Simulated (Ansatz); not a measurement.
# CH3CuS: the cost of one run

All numbers below are computed with Ansatz 0.2.0 (RKS B3LYP/def2-SVP).

## (1) The system as given

Bond lengths: C1–S2 1.752 Å, S2–Cu3 2.195 Å, C1–H4 1.089 Å, C1–H5 1.114 Å, C1–H6 1.151 Å. Angles: C1–S2–Cu3 136.2°, S2–C1–H4 111.6°, S2–C1–H5 113.7°, S2–C1–H6 112.4°, H4–C1–H5 104.2°, H4–C1–H6 107.0°, H5–C1–H6 107.3°.

Coordinates:

```xyz
6

C    -0.4136    0.3875   -0.3675
S     0.3062   -1.0898    0.2407
Cu    1.9320   -1.6075    1.6208
H    -1.2070    0.1818   -1.0841
H     0.2995    1.0362   -0.9266
H    -0.8750    1.0278    0.4705
```

## (2) Relaxing end A

input.yaml

```yaml
crystal:
  periodic: [false, false, false]
  atoms:
    - { symbol: C, position_ang: [-0.4136, 0.3875, -0.3675] }
    - { symbol: S, position_ang: [0.3062, -1.0898, 0.2407] }
    - { symbol: Cu, position_ang: [1.932, -1.6075, 1.6208] }
    - { symbol: H, position_ang: [-1.207, 0.1818, -1.0841] }
    - { symbol: H, position_ang: [0.2995, 1.0362, -0.9266] }
    - { symbol: H, position_ang: [-0.875, 1.0278, 0.4705] }
basis:
  gaussian: { orbitals: def2-SVP }
hamiltonian:
  xc: b3lyp
relax:
  f_tol: 0.02
  max_steps: 50
```

Started as:

```
$ ansatz run input.yaml --threads 1 --pin off --max-ram 2048MiB --backend cpu --events-out ev --progress --plain --runs-dir out
```

**Question.** How long does this run take on 1 thread of Arm Neoverse V2, shared host, and how much memory does it need?

About 22 s, with a peak of 0.16 GiB.
